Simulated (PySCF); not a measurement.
# C₄H₁₀BBr: a tour of settings, part 2 of 2

PySCF 2.14.0. Atoms count from 0.

### Step 5. J couplings: WP04/pcseg-1 in chloroform

What the job is given:

```
{"job": {"kind": "j", "xc": "WP04", "basis": "pcseg-1", "solvent": "chloroform", "scf": {"guess": "sap", "conv": 1e-07}}, "charge": 0, "multiplicity": 1}
C     -0.824104     1.445749     0.302943
B     -0.609167    -0.096241     0.061019
C     -1.838830    -1.078848     0.068773
C      0.835970    -0.699708    -0.197809
C      1.980950     0.291355    -0.198956
Br     3.713379    -0.587886    -0.536649
H     -1.864492     1.725176     0.447569
H     -0.439973     2.034018    -0.529727
H     -0.271599     1.783286     1.179526
H     -2.546962    -0.804833    -0.713309
H     -1.581414    -2.125534    -0.073321
H     -2.393484    -0.996797     1.002940
H      0.825729    -1.233460    -1.153900
H      1.034599    -1.470831     0.553809
H      2.092952     0.788448     0.763045
H      1.878846     1.035052    -0.987363
```

With the program's defaults for keys left out, this is: WP04/pcseg-1 indirect spin-spin coupling, non-relativistic, IEF-PCM chloroform.

The log of the run:

```text
final grid: 122840 points
cycle   1  E = -2722.0128119630  dE =  4.302e+01  |g| = 7.729e+00  |ddm| = 2.232e+01
cycle   2  E = -2578.9477973634  dE =  1.431e+02  |g| = 1.659e+01  |ddm| = 2.774e+01
cycle   3  E = -2752.4902979070  dE = -1.735e+02  |g| = 6.440e+00  |ddm| = 1.594e+01
cycle   4  E = -2770.3630478014  dE = -1.787e+01  |g| = 2.217e+00  |ddm| = 1.291e+01
cycle   5  E = -2771.2844625982  dE = -9.214e-01  |g| = 2.860e+00  |ddm| = 1.177e+01
cycle   6  E = -2774.3789607434  dE = -3.094e+00  |g| = 1.222e+00  |ddm| = 3.501e+00
cycle   7  E = -2774.7326935409  dE = -3.537e-01  |g| = 6.659e-01  |ddm| = 1.284e+00
cycle   8  E = -2774.8261251771  dE = -9.343e-02  |g| = 4.538e-01  |ddm| = 5.607e-01
cycle   9  E = -2774.8728007096  dE = -4.668e-02  |g| = 2.724e-01  |ddm| = 4.271e-01
cycle  10  E = -2774.8941803095  dE = -2.138e-02  |g| = 8.989e-02  |ddm| = 3.471e-01
cycle  11  E = -2774.8965086860  dE = -2.328e-03  |g| = 3.585e-02  |ddm| = 1.049e-01
cycle  12  E = -2774.8969107116  dE = -4.020e-04  |g| = 6.054e-03  |ddm| = 6.070e-02
cycle  13  E = -2774.8969207314  dE = -1.002e-05  |g| = 1.539e-03  |ddm| = 7.245e-03
cycle  14  E = -2774.8969214341  dE = -7.027e-07  |g| = 4.574e-04  |ddm| = 2.390e-03
cycle  15  E = -2774.8969214867  dE = -5.257e-08  |g| = 1.562e-04  |ddm| = 5.461e-04
converged SCF energy = -2774.8969214867

Indirect spin-spin couplings (Hz)
  i      j    bonds     total        FC       PSO       DSO        SD
  0 C    1 B    1     60.104    61.277    -1.845     0.207     0.464
  0 C    2 C    2      3.380     3.545    -0.163    -0.002         -
  0 C    3 C    2      3.066     3.164    -0.120     0.023         -
  0 C    4 C    3      2.003     1.883     0.055     0.064         -
  0 C    6 H    1    138.690   136.893     1.227     0.570         -
  0 C    7 H    1    129.685   127.707     1.366     0.612         -
  0 C    8 H    1    129.116   127.127     1.378     0.612         -
  0 C    9 H    3      0.242     0.272    -0.002    -0.029         -
  0 C   10 H    3      5.938     6.088     0.204    -0.354         -
  0 C   11 H    3      0.503     0.530    -0.012    -0.016         -
  0 C   12 H    3      0.812     0.854     0.162    -0.203         -
  0 C   13 H    3      0.804     0.845     0.162    -0.203         -
  0 C   14 H    4      0.258     0.080    -0.053     0.231         -
  0 C   15 H    4      0.260     0.084    -0.055     0.231         -
  1 B    2 C    1     60.735    61.952    -1.869     0.200     0.453
  1 B    3 C    1     56.621    57.747    -1.826     0.267     0.433
  1 B    4 C    2      0.576     0.608    -0.039     0.073    -0.067
  1 B    6 H    2     -4.325    -3.765    -0.364    -0.241     0.045
  1 B    7 H    2     -2.051    -1.971    -0.075    -0.148     0.143
  1 B    8 H    2     -1.938    -1.893    -0.057    -0.142     0.154
  1 B    9 H    2     -1.871    -1.818    -0.041    -0.169     0.157
  1 B   10 H    2     -4.534    -3.988    -0.341    -0.253     0.049
  1 B   11 H    2     -2.062    -1.948    -0.073    -0.181     0.140
  1 B   12 H    2     -2.474    -2.472    -0.153     0.016     0.134
  1 B   13 H    2     -2.466    -2.462    -0.152     0.014     0.134
  1 B   14 H    3      0.843     0.886    -0.167     0.151    -0.027
  1 B   15 H    3      0.857     0.900    -0.168     0.152    -0.027
  2 C    3 C    2      4.461     4.594    -0.160     0.027         -
  2 C    4 C    3      4.535     4.506     0.050    -0.021         -
  2 C    6 H    3      3.191     3.154    -0.027     0.063         -
  2 C    7 H    3      1.521     1.619     0.156    -0.254         -
  2 C    8 H    3      1.223     1.319     0.151    -0.246         -
  2 C    9 H    1    129.533   127.589     1.380     0.564         -
  2 C   10 H    1    138.626   136.844     1.223     0.559         -
  2 C   11 H    1    130.525   128.602     1.360     0.563         -
  2 C   12 H    3      0.478     0.447    -0.040     0.070         -
  2 C   13 H    3      0.495     0.467    -0.040     0.068         -
  2 C   14 H    4     -0.206    -0.199     0.117    -0.124         -
  2 C   15 H    4     -0.205    -0.198     0.117    -0.124         -
  3 C    4 C    1     45.244    46.319    -1.353     0.279         -
  3 C    6 H    3      4.698     4.802     0.182    -0.287         -
  3 C    7 H    3      0.093     0.068    -0.029     0.054         -
  3 C    8 H    3     -0.017    -0.040    -0.024     0.047         -
  3 C    9 H    3      1.191     1.234     0.124    -0.167         -
  3 C   10 H    3      3.054     2.913    -0.046     0.186         -
  3 C   11 H    3      1.644     1.694     0.134    -0.184         -
  3 C   12 H    1    137.729   135.772     0.959     0.997         -
  3 C   13 H    1    137.849   135.895     0.958     0.997         -
  3 C   14 H    2     -1.174    -1.232     0.049     0.009         -
  3 C   15 H    2     -1.184    -1.243     0.051     0.009         -
  4 C    6 H    4      0.582     0.500     0.254    -0.171         -
  4 C    7 H    4      0.409     0.071     0.011     0.327         -
  4 C    8 H    4      0.373     0.046     0.017     0.310         -
  4 C    9 H    4      0.454     0.423     0.158    -0.127         -
  4 C   11 H    4      0.601     0.572     0.162    -0.133         -
  4 C   12 H    2     -5.985    -6.032    -0.084     0.130         -
  4 C   13 H    2     -5.974    -6.020    -0.085     0.131         -
  4 C   14 H    1    170.206   169.260    -0.243     1.189         -
  4 C   15 H    1    170.134   169.186    -0.241     1.189         -
  6 H    7 H    2    -13.791   -13.353     2.195    -2.634         -
  6 H    8 H    2    -14.113   -13.678     2.192    -2.627         -
  6 H   10 H    4     -0.236     0.215     0.958    -1.410         -
  6 H   12 H    4     -0.240     0.112     0.852    -1.204         -
  6 H   13 H    4     -0.368    -0.010     0.863    -1.221         -
  7 H    8 H    2    -19.059   -18.800     2.091    -2.350         -
  7 H    9 H    4      0.815     0.951     0.303    -0.439         -
  7 H   10 H    4     -0.225     0.238     0.907    -1.369         -
  7 H   11 H    4      1.263     1.702     0.925    -1.364         -
  7 H   12 H    4      0.781     0.777     0.299    -0.295         -
  7 H   13 H    4      0.758     1.106     0.942    -1.290         -
  7 H   14 H    5      0.469     0.021    -0.176     0.624         -
  7 H   15 H    5      0.830    -0.188    -1.311     2.330         -
  8 H    9 H    4      1.389     1.835     0.933    -1.378         -
  8 H   11 H    4      0.662     0.784     0.279    -0.402         -
  8 H   12 H    4      0.769     1.123     0.949    -1.303         -
  8 H   13 H    4      0.891     0.884     0.289    -0.283         -
  8 H   14 H    5      0.812    -0.177    -1.260     2.249         -
  8 H   15 H    5      0.439     0.020    -0.128     0.547         -
  9 H   10 H    2    -13.942   -13.468     2.245    -2.720         -
  9 H   11 H    2    -19.106   -18.751     2.184    -2.539         -
  9 H   12 H    4      0.962     0.910     0.182    -0.131         -
  9 H   13 H    4      1.775     2.079     0.883    -1.187         -
 10 H   11 H    2    -13.415   -12.928     2.253    -2.740         -
 10 H   12 H    4      0.311    -0.179    -0.555     1.045         -
 10 H   13 H    4      0.297    -0.211    -0.595     1.103         -
 11 H   12 H    4      1.610     1.927     0.901    -1.218         -
 11 H   13 H    4      0.773     0.764     0.256    -0.248         -
 12 H   13 H    2    -19.186   -19.579     1.721    -1.328         -
 12 H   14 H    3     10.263    10.892     1.777    -2.406         -
 12 H   15 H    3      2.709     2.210     0.320     0.179         -
 13 H   14 H    3      2.750     2.248     0.315     0.188         -
 13 H   15 H    3     10.267    10.896     1.777    -2.406         -
 14 H   15 H    2    -10.138   -10.605     1.890    -1.423         -
```

It took 25 s on 1 thread of Arm Neoverse V2, shared host; peak memory 0.96 GiB.

The basis is not made for couplings: without tight functions at the nuclei these values are rough.

Couplings of 1 Hz or more, nine at most for each number of bonds, with means over like pairs (isotopes 11B, 13C, 1H):

```
   pair  bonds  J (Hz)  Fermi contact (Hz)  dihedral (°)
 C4–H14      1   170.2               169.2             –
 C3–H12      1   137.8               135.8             –
  C0–H6      1   132.7               130.8             –
  C0–B1      1    60.4                61.6             –
  B1–C3      1    56.6                57.7             –
  C3–C4      1    45.2                46.3             –
H12–H13      2   -19.2               -19.6             –
  H6–H7      2   -15.6               -15.2             –
H14–H15      2   -10.1               -10.6             –
 C4–H12      2    -6.0                -6.0             –
  C0–C3      2     3.8                 3.9             –
  C0–C2      2     3.4                 3.5             –
  B1–H6      2    -2.8                -2.6             –
 B1–H12      2    -2.5                -2.5             –
 C3–H14      2    -1.2                -1.2             –
H12–H14      3    10.3                10.9          -175
  C0–C4      3     3.3                 3.2             –
H12–H15      3     2.7                 2.2            61
  C0–H9      3     2.1                 2.2             –
  C3–H6      3     1.8                 1.8             –
```

Where two rows join the same classes of atoms, they are the two kinds of pair (J and J′ of an AA′XX′ pattern), each a mean over its own pairs alone.

The spin-dipole term was solved for some atoms only; pairs without it lack that part.

The response was solved for the nuclei of B, C, H alone, so couplings that need other nuclei can be missing.

Quadrupole couplings from the field gradients of the same density:

```
atom  isotope  eQq/h (MHz)     η
 Br5     79Br        506.6  0.00
  B1      11B        5.619  0.05
```

Joined with the shifts from before (PBE0/pcSseg-1, unscaled), the couplings predict the line list below for 600 MHz. Couplings to quadrupolar nuclei are left out.

¹H NMR δ 3.76 (t, J = 5.2 Hz, 2H), 2.11 (t, J = 5.2 Hz, 2H), 0.89 (s, 6H). The letters are first-order; like nuclei with unlike couplings give more lines.

### Step 6. NMR shieldings: PBE0/pcSseg-1

The job, as its differences from that of step 5:

```diff
@@ -1,2 +1,2 @@
-{"job": {"kind": "j", "xc": "WP04", "basis": "pcseg-1", "solvent": "chloroform", "scf": {"guess": "sap", "conv": 1e-07}}, "charge": 0, "multiplicity": 1}
+{"job": {"kind": "nmr", "xc": "PBE0", "basis": "pcSseg-1", "pop": false}, "charge": 0, "multiplicity": 1}
 C     -0.824104     1.445749     0.302943
```

With the program's defaults for keys left out, this is: GIAO PBE0/pcSseg-1 NMR shielding, non-relativistic, gas phase.

The log of the run:

```text
coarse grid: 57952 points
cycle   1  E = -2756.5734642432  dE = -8.938e-01  |g| = 8.085e-01  |ddm| = 3.409e+00
cycle   2  E = -2756.5743394462  dE = -8.752e-04  |g| = 5.674e-01  |ddm| = 8.026e-01
cycle   3  E = -2756.6343762738  dE = -6.004e-02  |g| = 1.260e-01  |ddm| = 5.236e-01
cycle   4  E = -2756.6384227196  dE = -4.046e-03  |g| = 1.635e-02  |ddm| = 1.319e-01
cycle   5  E = -2756.6384822773  dE = -5.956e-05  |g| = 5.991e-03  |ddm| = 2.439e-02
cycle   6  E = -2756.6384915628  dE = -9.285e-06  |g| = 1.334e-03  |ddm| = 6.680e-03
final grid: 122840 points
cycle   7  E = -2756.6384455216  dE =  3.933e-07  |g| = 1.888e-03  |ddm| = 2.983e-03
cycle   8  E = -2756.6384444485  dE =  1.073e-06  |g| = 2.792e-03  |ddm| = 3.922e-03
cycle   9  E = -2756.6384463754  dE = -1.927e-06  |g| = 9.628e-05  |ddm| = 2.433e-03
cycle  10  E = -2756.6384463781  dE = -2.737e-09  |g| = 1.143e-05  |ddm| = 1.143e-04
cycle  11  E = -2756.6384463782  dE = -3.683e-11  |g| = 2.286e-06  |ddm| = 1.165e-05
converged SCF energy = -2756.6384463782

GIAO shielding tensors (ppm)
atom      isotropic    diamagn.    paramagn.     s11        s22        s33       span
  0 C      175.127     253.671     -78.544    153.964    184.600    186.817     32.853
  1 B       11.288     186.927    -175.639    -46.339    -38.081    118.283    164.622
  2 C      170.695     253.028     -82.333    150.165    174.574    187.346     37.181
  3 C      143.707     253.220    -109.513    121.395    131.822    177.904     56.509
  4 C      140.354     244.716    -104.362    101.611    141.315    178.137     76.526
  5 Br    2256.584    3120.882    -864.297   1697.302   2043.143   3029.307   1332.005
  6 H       30.669      30.913      -0.244     26.672     29.409     35.924      9.252
  7 H       30.984      31.466      -0.482     26.072     31.237     35.643      9.571
  8 H       31.016      31.378      -0.362     26.137     31.131     35.779      9.642
  9 H       30.813      30.023       0.790     27.259     28.991     36.189      8.930
 10 H       30.736      31.330      -0.593     26.627     30.600     34.981      8.354
 11 H       30.766      30.078       0.688     27.146     29.066     36.086      8.940
 12 H       29.603      31.625      -2.022     24.791     30.023     33.995      9.205
 13 H       29.602      31.621      -2.018     24.788     30.024     33.994      9.206
 14 H       27.963      29.511      -1.548     20.497     28.004     35.387     14.890
 15 H       27.954      29.516      -1.561     20.468     27.978     35.416     14.948
```

It took 17 s on 1 thread of Arm Neoverse V2, shared host; peak memory 0.79 GiB.

In short: δ C4 46.6, C3 43.2, C0 14.0, B1 88.8, H14 3.76, H12 2.11 ppm (means over like atoms).

### Step 7. Results

What follows sums up all 2 parts.

```
                                                               quantity                        value
¹³C shifts against TMS (PBE0/pcSseg-1, means over atoms taken as alike)         46.6, 43.2, 14.0 ppm
 ¹H shifts against TMS (PBE0/pcSseg-1, means over atoms taken as alike)         3.76, 2.11, 0.89 ppm
                            ¹¹B shifts against BF3·OEt2 (PBE0/pcSseg-1)                     88.8 ppm
                                ⁷⁹Br shifts against HBr (PBE0/pcSseg-1)                      365 ppm
                                        lowest singlet (PBE0/def2-SVPD)  5.89 eV (211 nm), f = 0.000
                               brightest single state of those computed  state 2, 6.04 eV, f = 0.003
                                                         lowest triplet                      5.41 eV
                           largest coupling of the table (WP04/pcseg-1)     ¹J(C,H) C4–H14, 170.2 Hz
```

In words: Single values in the summary come from the first run of each kind that ended normally (PBE0/pcSseg-1; PBE0/def2-SVPD; WP04/pcseg-1), which need not be the best level. C4 stands next to heavy halogen, whose spin-orbit shielding this run leaves out, so the computed shift lies too far downfield, most of all for carbon beside Br or I. The most deshielded hydrogen is H14, H15 (mean) (hydrogen on an sp3 CH2 bonded to Br), at 3.76 ppm: its carbon carries Br, hence the downfield position. At PBE0/pcSseg-1: The largest span, 1332 ppm, is at Br5, where the paramagnetic term is -864 ppm. The first singlet state (HOMO→LUMO 0.80, HOMO−2→LUMO 0.16) lies at 5.89 eV and is dark; of the 6 states computed, the strongest absorption comes from state 2 at 6.04 eV. The lowest triplet lies 0.47 eV below the lowest singlet (triplets in Tamm-Dancoff, singlets in full TDDFT). Of the pairs tabulated at WP04/pcseg-1, C4–H14 (mean over like pairs) couples most strongly (170.2 Hz; Fermi contact 169.2 Hz). Couplings across rotatable bonds belong to this one conformer; where others are populated, the observed values are averages, and the simulated multiplets take (2 J gauche + J anti)/3 across rotating chain bonds. Spin-orbit coupling is left out, which matters for shieldings and couplings at and beside the heavy atoms. Couplings from bases without tight functions are rough.
